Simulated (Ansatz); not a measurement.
Task: a ranking of structure types by relaxed energy of YTl on several prototypes, with Ansatz 0.2.0, Python API. Give the script and its output. Use (first run): LDA, norm-conserving potentials, the default cutoff (980 eV here), Gaussian smearing of 0.05 eV.

Script `ytl.py`:
```python
'''Relaxed energies of YTl in several structure types.'''

import warnings

import ansatz as az
import numpy as np
import spglib


def zincblende(a_site, b_site, a):
    return (
        az.Lattice.fcc(a)
        .space_group(216)
        .atom(a_site, (0, 0, 0))
        .atom(b_site, (0.25, 0.25, 0.25))
        .primitive()
    )


def rocksalt(first, second, a):
    return az.Crystal.rocksalt(first, second, a=a)


def cscl(A, B, a):
    return (
        az.Lattice.cubic(a)
        .space_group(221)
        .atom(A, (0, 0, 0))
        .atom(B, (0.5, 0.5, 0.5))
    )


def ground_state(name, crystal):
    calc = (
        crystal.calculation()
        .functional('lda')
        .pseudopotentials('nc')
        .scf(tolerance=1e-09, extra_bands=6)
        .kpoints(spacing=0.39)
        .occupations('gaussian', width=0.05)
        .stress()
        .band_table()
    )
    calc = calc.relax(force_tolerance=0.01, cell=True)
    return calc.run(threads=1)

def relaxed_twice(name, crystal):
    # the second pass draws mesh and plane waves anew for the relaxed cell
    first = ground_state(name, crystal)
    again = az.Crystal(lattice=az.Lattice.of(first.lattice.cell_ang))
    for site in first.report['lattice']['sites']:
        again = again.atom(site['symbol'], site['position_frac'])
    return ground_state(name, again)


def pressure_gpa(outcome):
    return float(np.trace(outcome.report['stress_gpa']) / 3)


def space_group(outcome):
    sites = outcome.report['lattice']['sites']
    kinds = sorted({site['symbol'] for site in sites})
    cell = (outcome.lattice.cell_ang, [site['position_frac'] for site in sites], [kinds.index(site['symbol']) for site in sites])
    return spglib.get_spacegroup(cell, symprec=0.01)

# starting lattice constants are rough guesses; the relaxation finds the rest
warnings.simplefilter('ignore', az.DeckWarning)

phases = {}
phases['zincblende'] = zincblende('Y', 'Tl', 6.52)
phases['rocksalt'] = rocksalt('Y', 'Tl', 6.1)
phases['CsCl'] = cscl('Y', 'Tl', 3.75)

done = {}
for name, crystal in phases.items():
    try:
        done[name] = relaxed_twice(name, crystal)
    except az.NonConvergedError as error:
        print(name, 'did not converge:', str(error)[:120])

energy = {name: o.report['energy_sigma0_ev'] / len(o.lattice.sites) for name, o in done.items()}
lowest = min(energy.values())
rows = [(name, len(o.lattice.sites), 1000 * (energy[name] - lowest), pressure_gpa(o), space_group(o)) for name, o in done.items()]
rows.sort(key=lambda row: row[2])
print('| phase | atoms | dE (meV/atom) | P (GPa) | space group |')
print('| --- | --- | --- | --- | --- |')
for row in rows:
    print(f'| {row[0]} | {row[1]:d} | {row[2]:.1f} | {row[3]:.2f} | {row[4]} |')
```

Output of `python ytl.py`:
```text
| phase | atoms | dE (meV/atom) | P (GPa) | space group |
| --- | --- | --- | --- | --- |
| CsCl | 2 | 0.0 | -0.01 | Pm-3m (221) |
| rocksalt | 2 | 327.6 | 0.00 | Fm-3m (225) |
| zincblende | 2 | 1115.3 | 0.03 | F-43m (216) |
```

By space group at the end of each run: Pm-3m (+0 meV an atom, 25.4 Å³), Fm-3m (+328 meV an atom, 28.4 Å³) and F-43m (+1115 meV an atom, 38.5 Å³).

Notes:
- The settings weren't tested for convergence.
- The program warned that this SCF threshold is loose for forces or stresses.
- Pressure is positive in compression.
- Spin-orbit coupling, which matters for elements this heavy, is left out.
- The cells are built on prototypes, so most aren't the phase found in nature. Rows bear the name of their start, and a relaxation keeps or raises the symmetry. Differences under about 40 meV an atom lie within the error of mesh and functional.
- The script silences the warnings on its input, which a real study should read.
- It ran for 55 s on 1 thread of Arm Neoverse V1 (shared host), peak memory 0.39 GiB.
